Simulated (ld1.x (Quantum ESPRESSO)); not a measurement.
# Ga: generating and testing a TM potential

Aim: build the potential from the settings below, then test how well it stands in for the atom: other configurations, scattering, ghost states and the plane-wave cutoff that it needs.

Program: ld1.x (Quantum ESPRESSO) 7.5. Reference atom: PBE, scalar-relativistic, spherical and spin-unpolarised. All values are calculated.

## Step 1: Starting point

Typed settings, in words:

```json
{
  "element": "gallium (Ga, Z = 31)",
  "type": "norm-conserving Troullier–Martins (Kleinman–Bylander form)",
  "frozen core": "[Ne]",
  "valence charge": "21",
  "reference configuration": "3s2 3p6 3d10 4s2 4p1",
  "partial waves": "3s (bound): rc 0.75 bohr; 3p (bound): rc 0.70 bohr; 3d (bound): rc 0.70 bohr",
  "occupied shells without a wave": "4p, 4s",
  "local potential": "all-electron potential smoothed inside 0.55 bohr (lloc = -2)",
  "core correction": "not asked for"
}
```

The nodes and maxima of the atom's own shells, from an earlier all-electron run, set the scale for the radii.

All-electron outer shells of the reference configuration (PBE, scalar-relativistic, ld1.x):

| shell | level (eV) | outermost node (bohr) | outermost maximum (bohr) |
| --- | --- | --- | --- |
| 2s | -1262.33 | 0.07 | 0.18 |
| 2p | -1098.84 | – | 0.15 |
| 3s | -148.13 | 0.27 | 0.56 |
| 3p | -98.86 | 0.24 | 0.56 |
| 3d | -19.15 | – | 0.53 |
| 4s | -8.95 | 0.81 | 1.90 |
| 4p | -2.58 | 0.87 | 2.53 |

## Step 2: The generation run

Input file Ga.in:

```
 &input
   title='Ga', zed=31., rel=1, dft='PBE', iswitch=3,
   config='[Ar] 3d10 4s2 4p1',
   nld=3, rlderiv=0.85, eminld=-13.0, emaxld=5.0, deld=0.04
 /
 &inputp
   pseudotype=2, tm=.true., lloc=-2, rcloc=0.55,
   nlcc=.false.,
   file_pseudopw='Ga.UPF', file_wfcaegen='ae.wfc', file_wfcncgen='nc.wfc', file_beta='beta', file_chi='chi'
 /
3
3S  1  0   2.00   0.00  0.75  0.75  0.0
3P  2  1   6.00   0.00  0.70  0.70  0.0
3D  3  2  10.00   0.00  0.70  0.70  0.0
 &test
   configts(1)='3s2 3p6 3d10 4s2 4p1'
 /
```

Launch:

```
$ ld1.x < Ga.in > Ga.out
```

Output in Ga.out (without the banner and most projector matrices):

```text
     Program LD1 v.7.5
     --------------------------- All-electron run ----------------------------

     Ga
     scalar relativistic calculation

     atomic number is 31.00
     dft =PBE   lsd =0 sic =0 latt =0  beta=0.20 tr2=1.0E-14
     Exchange-correlation= PBE
                           (   1   4   3   4   0   0   0)
     mesh =1205 r(mesh) = 101.09016 a.u. xmin = -7.00 dx = 0.01250
     1 Ry =  13.60569312 eV, c = 137.03599908

     n l     nl                  e(Ry)          e(Ha)          e(eV)
     1 0     1S 1( 2.00)      -751.8885      -375.9443    -10229.9645
     2 0     2S 1( 2.00)       -92.7792       -46.3896     -1262.3250
     2 1     2P 1( 6.00)       -80.7630       -40.3815     -1098.8366
     3 0     3S 1( 2.00)       -10.8870        -5.4435      -148.1258
     3 1     3P 1( 6.00)        -7.2660        -3.6330       -98.8592
     3 2     3D 1(10.00)        -1.4078        -0.7039       -19.1544
     4 0     4S 1( 2.00)        -0.6577        -0.3288        -8.9483
     4 1     4P 1( 1.00)        -0.1896        -0.0948        -2.5791

     final scf error:  1.8E-15 reached in  28 iterations

     Etot =   -3887.879138 Ry,   -1943.939569 Ha,  -52897.290452 eV

     Ekin =    3953.977613 Ry,    1976.988806 Ha,   53796.606017 eV
     Encl =   -9369.232565 Ry,   -4684.616282 Ha, -127474.903073 eV
     Eh   =    1678.315257 Ry,     839.157629 Ha,   22834.642352 eV
     Exc  =    -150.939443 Ry,     -75.469722 Ha,   -2053.635748 eV

     normalization and overlap integrals

     s(1S/1S) =  1.000000  <r> =   0.0486  <r2> =    0.0032  r(max) =   0.0319
     s(2S/2S) =  1.000000  <r> =   0.2178  <r2> =    0.0560  r(max) =   0.1833
     s(2P/2P) =  1.000000  <r> =   0.1907  <r2> =    0.0446  r(max) =   0.1464
     s(3S/3S) =  1.000000  <r> =   0.6518  <r2> =    0.4906  r(max) =   0.5647
     s(3P/3P) =  1.000000  <r> =   0.6791  <r2> =    0.5442  r(max) =   0.5647
     s(3D/3D) =  1.000000  <r> =   0.8106  <r2> =    0.8629  r(max) =   0.5305
     s(4S/4S) =  1.000000  <r> =   2.3423  <r2> =    6.3902  r(max) =   1.8984
     s(4P/4P) =  1.000000  <r> =   3.4262  <r2> =   14.2371  r(max) =   2.5307

     ------------------------ End of All-electron run ------------------------

     --------------------- Generating NC pseudopotential ---------------------

      Generating local potential from pseudized AE potential:
      Matching radius rcloc =   0.5500
      Enforcing V''(0)=0 (lloc=-2)

      Local pseudo, rcloc= 0.544 Estimated cut-off energy=   102.46 Ry

      Wfc   3S  rcut= 0.753  Using Troullier-Martins method

      Wfc   3P  rcut= 0.698  Using Troullier-Martins method

      Wfc   3D  rcut= 0.698  Using Troullier-Martins method

     ------------------- End of pseudopotential generation -------------------

     [... the all-electron block is printed once more ...]


     Computing logarithmic derivative in   0.84771
     Computing logarithmic derivative in   0.84771
     Computing the partial wave expansion
     R is outside the sphere for l=    0 j= 0.00
     R is outside the sphere for l=    1 j= 0.00
     R is outside the sphere for l=    2 j= 0.00

     ---------------------- Testing the pseudopotential ----------------------

     Ga
     scalar relativistic calculation

     atomic number is 31.00   valence charge is 21.00
     dft =PBE   lsd =0 sic =0 latt =0  beta=0.20 tr2=1.0E-14
     mesh =1205 r(mesh) = 101.09016 xmin = -7.00 dx = 0.01250

     n l     nl             e AE (Ry)        e PS (Ry)    De AE-PS (Ry)
     1 0     3S   1( 2.00)      -10.88704      -10.88729        0.00024
     2 1     3P   1( 6.00)       -7.26602       -7.26631        0.00030
     3 2     3D   1(10.00)       -1.40782       -1.40774       -0.00008
     2 0     4S   1( 2.00)       -0.65769       -0.67697        0.01928  !
     3 1     4P   1( 1.00)       -0.18956       -0.19068        0.00112

     eps = 2.8E-15  iter = 17

     Etot =   -3887.879138 Ry,   -1943.939569 Ha,  -52897.290452 eV
     Etotps =  -517.785063 Ry,    -258.892532 Ha,   -7044.824671 eV

     Ekin =     331.683399 Ry,     165.841699 Ha,    4512.782537 eV
     Encl =   -1248.114373 Ry,    -624.057187 Ha,  -16981.461145 eV
     Ehrt =     450.637669 Ry,     225.318834 Ha,    6131.237832 eV
     Ecxc =     -45.446227 Ry,     -22.723114 Ha,    -618.327421 eV
     Epseu=      -6.545530 Ry,      -3.272765 Ha,     -89.056474 eV

     ---------------------- End of pseudopotential test ----------------------
```

It took 2 s on 1 thread of Neoverse-N1, shared host. (Generation and the later configuration tests together.)

Partial waves on a coarse radial grid (AE all-electron, PS pseudo):

| r (bohr) | 3d AE | 3d PS | 3s AE | 3s PS |
| --- | --- | --- | --- | --- |
| 0.038 | 0.0140 | 0.0039 | 0.3450 | 0.0751 |
| 0.075 | 0.0757 | 0.0285 | -0.1827 | 0.1499 |
| 0.113 | 0.1851 | 0.0912 | -0.6135 | 0.2301 |
| 0.150 | 0.3179 | 0.1945 | -0.7435 | 0.3131 |
| 0.188 | 0.4628 | 0.3386 | -0.6278 | 0.4051 |
| 0.225 | 0.5989 | 0.5012 | -0.3661 | 0.5025 |
| 0.263 | 0.7249 | 0.6708 | -0.0307 | 0.6112 |
| 0.300 | 0.8300 | 0.8197 | 0.3022 | 0.7250 |
| 0.338 | 0.9184 | 0.9422 | 0.6136 | 0.8479 |
| 0.375 | 0.9855 | 1.0267 | 0.8684 | 0.9693 |
| 0.413 | 1.0363 | 1.0799 | 1.0736 | 1.0894 |
| 0.450 | 1.0695 | 1.1055 | 1.2187 | 1.1942 |
| 0.488 | 1.0893 | 1.1132 | 1.3164 | 1.2811 |
| 0.525 | 1.0966 | 1.1096 | 1.3686 | 1.3390 |
| 0.563 | 1.0941 | 1.0993 | 1.3856 | 1.3674 |
| 0.600 | 1.0836 | 1.0851 | 1.3739 | 1.3654 |
| 0.638 | 1.0665 | 1.0667 | 1.3397 | 1.3370 |
| 0.675 | 1.0450 | 1.0450 | 1.2904 | 1.2899 |
| 0.713 | 1.0191 | 1.0191 | 1.2283 | 1.2283 |
| 0.750 | 0.9912 | 0.9912 | 1.1607 | 1.1607 |
| 0.788 | 0.9607 | 0.9607 | 1.0869 | 1.0869 |
| 0.825 | 0.9297 | 0.9297 | 1.0134 | 1.0134 |
| 0.863 | 0.8971 | 0.8971 | 0.9380 | 0.9380 |
| 0.900 | 0.8652 | 0.8652 | 0.8661 | 0.8661 |
| 0.938 | 0.8323 | 0.8323 | 0.7949 | 0.7949 |
| 0.975 | 0.8006 | 0.8006 | 0.7287 | 0.7287 |

## Step 3: Transferability test

Input file Ga.test.in:

```
 &input
   title='Ga', zed=31., rel=1, dft='PBE', iswitch=2,
   config='[Ar] 3d10 4s2 4p1'
 /
 &test
   file_pseudo='Ga.UPF', nconf=8,
   configts(1)='3s2 3p6 3d10 4s2 4p1',
   configts(2)='3s2 3p6 3d10 4s2 4p0',
   configts(3)='3s2 3p6 3d10 4s1 4p0',
   configts(4)='3s2 3p6 3d10 4s0 4p0',
   configts(5)='3s2 3p6 3d9 4s2 4p2',
   configts(6)='3s2 3p6 3d10 4s2 4p1.3',
   configts(7)='3s2 3p6 3d10 4s0 4p3',
   configts(8)='3s1 3p6 3d10 4s2 4p1'
 /
```

Launch:

```
$ ld1.x < Ga.test.in > Ga.test.out
```

Ga.test.out, the pseudopotential blocks:

```text
     ---------------------- Testing the pseudopotential ----------------------

     Ga
     scalar relativistic calculation

     atomic number is 31.00   valence charge is 21.00
     dft =PBE   lsd =0 sic =0 latt =0  beta=0.20 tr2=1.0E-14
     mesh =1205 r(mesh) = 101.09016 xmin = -7.00 dx = 0.01250

     n l     nl             e AE (Ry)        e PS (Ry)    De AE-PS (Ry)
     1 0     3S   1( 2.00)      -10.88704      -10.88729        0.00024
     2 1     3P   1( 6.00)       -7.26602       -7.26631        0.00030
     3 2     3D   1(10.00)       -1.40782       -1.40774       -0.00008
     2 0     4S   1( 2.00)       -0.65769       -0.67698        0.01928  !
     3 1     4P   1( 1.00)       -0.18956       -0.19068        0.00112

     eps = 7.4E-15  iter = 16

     Etot =   -3887.879138 Ry,   -1943.939569 Ha,  -52897.290452 eV
     Etotps =  -517.785063 Ry,    -258.892532 Ha,   -7044.824672 eV

     Ekin =     331.683397 Ry,     165.841698 Ha,    4512.782512 eV
     Encl =   -1248.114371 Ry,    -624.057186 Ha,  -16981.461116 eV
     Ehrt =     450.637668 Ry,     225.318834 Ha,    6131.237820 eV
     Ecxc =     -45.446227 Ry,     -22.723114 Ha,    -618.327419 eV
     Epseu=      -6.545530 Ry,      -3.272765 Ha,     -89.056469 eV

     ---------------------- End of pseudopotential test ----------------------

     ---------------------- Testing the pseudopotential ----------------------

     Ga
     [...]
     n l     nl             e AE (Ry)        e PS (Ry)    De AE-PS (Ry)
     1 0     3S   1( 2.00)      -11.49565      -11.49806        0.00241
     2 1     3P   1( 6.00)       -7.87490       -7.87739        0.00249
     3 2     3D   1(10.00)       -2.01549       -2.01776        0.00227
     2 0     4S   1( 2.00)       -1.20034       -1.22396        0.02362  !
     3 1     4P   1( 0.00)       -0.66647       -0.66930        0.00282

     eps = 4.5E-15  iter = 17

     Etot =   -3887.461073 Ry,   -1943.730537 Ha,  -52891.602393 eV
     Etotps =  -517.364980 Ry,    -258.682490 Ha,   -7039.109146 eV
     dEtot_ae =       0.418065 Ry
     dEtot_ps =       0.420083 Ry,   Delta E=      -0.002019 Ry

     [...]
     ---------------------- End of pseudopotential test ----------------------

     ---------------------- Testing the pseudopotential ----------------------

     Ga
     [...]
     n l     nl             e AE (Ry)        e PS (Ry)    De AE-PS (Ry)
     1 0     3S   1( 2.00)      -12.38148      -12.39624        0.01476  !
     2 1     3P   1( 6.00)       -8.76072       -8.77531        0.01459  !
     3 2     3D   1(10.00)       -2.89274       -2.90713        0.01440  !
     2 0     4S   1( 1.00)       -1.91606       -1.95061        0.03455  !
     3 1     4P   1( 0.00)       -1.30377       -1.31224        0.00847  !

     eps = 4.9E-15  iter = 19

     Etot =   -3885.908206 Ry,   -1942.954103 Ha,  -52870.474558 eV
     Etotps =  -515.783023 Ry,    -257.891512 Ha,   -7017.585532 eV
     dEtot_ae =       1.970932 Ry
     dEtot_ps =       2.002040 Ry,   Delta E=      -0.031108 Ry

     [...]
     ---------------------- End of pseudopotential test ----------------------

     ---------------------- Testing the pseudopotential ----------------------

     Ga
     [...]
     n l     nl             e AE (Ry)        e PS (Ry)    De AE-PS (Ry)
     1 0     3S   1( 2.00)      -13.35950      -13.38950        0.03000  !
     2 1     3P   1( 6.00)       -9.73803       -9.76738        0.02935  !
     3 2     3D   1(10.00)       -3.85756       -3.88683        0.02927  !
     2 0     4S   1( 0.00)       -2.68834       -2.73608        0.04774  !
     3 1     4P   1( 0.00)       -1.99942       -2.01519        0.01577  !

     eps = 1.4E-15  iter = 12

     Etot =   -3883.609747 Ry,   -1941.804873 Ha,  -52839.202424 eV
     Etotps =  -513.443470 Ry,    -256.721735 Ha,   -6985.754291 eV
     dEtot_ae =       4.269391 Ry
     dEtot_ps =       4.341593 Ry,   Delta E=      -0.072202 Ry

     [...]
     ---------------------- End of pseudopotential test ----------------------

     ---------------------- Testing the pseudopotential ----------------------

     Ga
     [...]
     n l     nl             e AE (Ry)        e PS (Ry)    De AE-PS (Ry)
     1 0     3S   1( 2.00)      -11.61039      -11.60620       -0.00419
     2 1     3P   1( 6.00)       -7.97353       -7.96947       -0.00406
     3 2     3D   1( 9.00)       -2.06260       -2.05618       -0.00643  !
     2 0     4S   1( 2.00)       -0.83426       -0.86062        0.02637  !
     3 1     4P   1( 2.00)       -0.28571       -0.28743        0.00171

     eps = 1.6E-15  iter = 20

     Etot =   -3886.386008 Ry,   -1943.193004 Ha,  -52876.975387 eV
     Etotps =  -516.296063 Ry,    -258.148032 Ha,   -7024.565799 eV
     dEtot_ae =       1.493130 Ry
     dEtot_ps =       1.489000 Ry,   Delta E=       0.004130 Ry

     [...]
     ---------------------- End of pseudopotential test ----------------------

     ---------------------- Testing the pseudopotential ----------------------

     Ga
     [...]
     n l     nl             e AE (Ry)        e PS (Ry)    De AE-PS (Ry)
     1 0     3S   1( 2.00)      -10.74610      -10.74570       -0.00039
     2 1     3P   1( 6.00)       -7.12502       -7.12468       -0.00035
     3 2     3D   1(10.00)       -1.26683       -1.26609       -0.00074
     2 0     4S   1( 2.00)       -0.52577       -0.54408        0.01831  !
     3 1     4P   1( 1.30)       -0.07511       -0.07580        0.00069

     eps = 3.8E-15  iter = 19

     Etot =   -3887.918382 Ry,   -1943.959191 Ha,  -52897.824395 eV
     Etotps =  -517.824580 Ry,    -258.912290 Ha,   -7045.362328 eV
     dEtot_ae =      -0.039244 Ry
     dEtot_ps =      -0.039517 Ry,   Delta E=       0.000273 Ry

     [...]
     ---------------------- End of pseudopotential test ----------------------

     ---------------------- Testing the pseudopotential ----------------------

     Ga
     [...]
     n l     nl             e AE (Ry)        e PS (Ry)    De AE-PS (Ry)
     1 0     3S   1( 2.00)      -11.15834      -11.17479        0.01645  !
     2 1     3P   1( 6.00)       -7.53707       -7.55313        0.01606  !
     3 2     3D   1(10.00)       -1.67078       -1.68594        0.01516  !
     2 0     4S   1( 0.00)       -0.80735       -0.83476        0.02740  !
     3 1     4P   1( 3.00)       -0.29537       -0.30018        0.00481

     eps = 7.1E-15  iter = 17

     Etot =   -3886.896388 Ry,   -1943.448194 Ha,  -52883.919461 eV
     Etotps =  -516.761334 Ry,    -258.380667 Ha,   -7030.896130 eV
     dEtot_ae =       0.982750 Ry
     dEtot_ps =       1.023729 Ry,   Delta E=      -0.040979 Ry

     [...]
     ---------------------- End of pseudopotential test ----------------------

     ---------------------- Testing the pseudopotential ----------------------

     Ga
     [...]
     n l     nl             e AE (Ry)        e PS (Ry)    De AE-PS (Ry)
     1 0     3S   1( 1.00)      -12.34532      -12.33921       -0.00612  !
     2 1     3P   1( 6.00)       -8.70792       -8.70041       -0.00752  !
     3 2     3D   1(10.00)       -2.78038       -2.77780       -0.00258
     2 0     4S   1( 2.00)       -1.42685       -1.45788        0.03103  !
     3 1     4P   1( 1.00)       -0.81928       -0.82222        0.00294

     eps = 3.5E-15  iter = 24

     Etot =   -3876.289000 Ry,   -1938.144500 Ha,  -52739.598585 eV
     Etotps =  -506.194713 Ry,    -253.097357 Ha,   -6887.129930 eV
     dEtot_ae =      11.590138 Ry
     dEtot_ps =      11.590350 Ry,   Delta E=      -0.000211 Ry

     [...]
     ---------------------- End of pseudopotential test ----------------------
```

Energies count from the reference configuration 3s2 3p6 3d10 4s2 4p1; the error is all-electron less pseudo.

| valence configuration | charge | ΔE all-electron (eV) | error AE − PS (meV) |
| --- | --- | --- | --- |
| 3s2 3p6 3d10 4s2 4p0 | +1 | 5.688 | -27 |
| 3s2 3p6 3d10 4s1 4p0 | +2 | 26.816 | -423 |
| 3s2 3p6 3d10 4s0 4p0 | +3 | 58.088 | -982 |
| 3s2 3p6 3d9 4s2 4p2 | 0 | 20.315 | +56 |
| 3s2 3p6 3d10 4s2 4p1.3 | -0.3 | -0.534 | +3.7 |
| 3s2 3p6 3d10 4s0 4p3 | 0 | 13.371 | -558 |
| 3s1 3p6 3d10 4s2 4p1 | +1 | 157.692 | -2.9 |

## Step 4: Logarithmic derivatives

Taken from the files of the generation run. The phase is arctan(r·u′/u) with u = r·R, unwrapped, with energies in Ry. A pole is an energy at which the radial function vanishes at the test radius. The pseudo phase is shifted by a multiple of π to meet the all-electron one at the reference energy. Levels narrower than the energy grid can be missing from the poles. The last column is the largest difference on the grid between −1 and +1 Ry.

```tsv
channel	radius (bohr)	reference (Ry)	poles AE	poles PS	window around the reference with phases within 0.05 rad (Ry)	largest difference near zero (rad)
s	0.85	-10.89	-2.72	-3.02	the whole range	0.016
p	0.85	-7.27	0.91	0.80	the whole range	0.003
d	0.85	-1.41	none	none	the whole range	0.001
```

Phases (rad) along the scan:

| E (Ry) | s AE | s PS | d AE | d PS |
| --- | --- | --- | --- | --- |
| -13.00 | -0.459 | -0.463 | 1.194 | 1.194 |
| -12.04 | -0.781 | -0.782 | 1.172 | 1.173 |
| -11.08 | -1.008 | -1.008 | 1.146 | 1.147 |
| -10.12 | -1.163 | -1.163 | 1.115 | 1.116 |
| -9.16 | -1.272 | -1.272 | 1.076 | 1.077 |
| -8.20 | -1.350 | -1.352 | 1.026 | 1.027 |
| -7.24 | -1.410 | -1.413 | 0.961 | 0.961 |
| -6.28 | -1.457 | -1.460 | 0.870 | 0.870 |
| -5.32 | -1.495 | -1.500 | 0.737 | 0.738 |
| -4.36 | -1.527 | -1.532 | 0.535 | 0.535 |
| -3.40 | -1.554 | -1.561 | 0.221 | 0.222 |
| -2.44 | -1.577 | -1.586 | -0.209 | -0.209 |
| -1.48 | -1.598 | -1.608 | -0.642 | -0.642 |
| -0.52 | -1.617 | -1.629 | -0.961 | -0.960 |
| 0.44 | -1.634 | -1.649 | -1.168 | -1.167 |
| 1.40 | -1.650 | -1.667 | -1.304 | -1.303 |
| 2.36 | -1.666 | -1.686 | -1.398 | -1.397 |
| 3.32 | -1.680 | -1.705 | -1.468 | -1.466 |
| 4.28 | -1.695 | -1.724 | -1.522 | -1.520 |

## Step 5: Plane-wave convergence, by spherical Bessel functions

This step uses the generator's waves and projectors in a separate script. Basis: spherical Bessel functions vanishing at 20 bohr, q² up to the cutoff; potential fixed at the reference.

All-electron valence levels (Ry): 3s -10.8870, 4s -0.6577, 3p -7.2660, 4p -0.1896, 3d -1.4078. The lowest levels of each channel (Ry) by cutoff; the last column sums, over occupied levels, occupation times the distance from the level at 400 Ry. A positive value at high cutoff is not a bound level.

| cutoff (Ry) | s #1 | s #2 | p #1 | p #2 | d #1 | f #1 | Σ f·Δε (mRy) |
| --- | --- | --- | --- | --- | --- | --- | --- |
| 8 | -8.0987 | -0.3926 | -1.5908 | -0.0261 | 0.0466 | 0.1018 | 54907.8 |
| 15 | -9.7503 | -0.5525 | -3.2920 | -0.0661 | 0.0461 | 0.1018 | 41032.7 |
| 25 | -10.2200 | -0.6402 | -5.0226 | -0.1107 | 0.0454 | 0.1018 | 29483.3 |
| 40 | -10.2653 | -0.6521 | -6.4178 | -0.1545 | 0.0438 | 0.1018 | 20937.4 |
| 55 | -10.4414 | -0.6561 | -7.0092 | -0.1777 | 0.0401 | 0.1018 | 16968.1 |
| 90 | -10.7826 | -0.6700 | -7.2454 | -0.1900 | -0.0944 | 0.1018 | 13483.8 |
| 120 | -10.8528 | -0.6726 | -7.2489 | -0.1904 | -0.3673 | 0.1018 | 10588.4 |
| 180 | -10.8626 | -0.6738 | -7.2614 | -0.1906 | -0.9510 | 0.1018 | 4653.0 |
| 260 | -10.8843 | -0.6766 | -7.2664 | -0.1907 | -1.3262 | 0.1018 | 822.1 |
| 400 | -10.8871 | -0.6769 | -7.2668 | -0.1907 | -1.4076 | 0.1018 | 0.0 |

The sum stays within 10 mRy only somewhere over 300 Ry and within 1 mRy only somewhere over 300 Ry. The sum leaves out empty levels, which can need more. Ghost test: no level below the all-electron spectrum of its channel (s, p, d, f tested).

## Step 6: Summary of results

```
                                                quantity                               value
               cutoffs for 10 and 1 mRy, occupied levels         over 300 Ry and over 300 Ry
                                            bound ghosts                          none found
                       largest miss of a reference level                        262 meV (4s)
                            largest test error (AE − PS)  -982 meV, for 3s2 3p6 3d10 4s0 4p0
largest phase difference near zero energy, channels read                           0.016 rad
```

In words: Already in the reference configuration the 4s level is off by 262 meV; it has no partial wave or projector of its own. The worst unpolarised test, 3s2 3p6 3d10 4s0 4p0, is off by 982 meV on 58.1 eV; by total energies transferability rates as poor. That test lies far up in energy; among those under 40 eV, nearer to bonding, the largest error is 558 meV. It counts as very hard, with over 300 Ry needed at the looser tolerance. The slowest occupied level is 3d: taken alone it needs over 300 Ry to come within 1 mRy, against 300 Ry for 3s. It is free of bound ghosts as far as tested. Near zero energy the phases of the channels with partial waves agree within 0.016 rad. These are tests on the free atom; a crystal test is still owed.
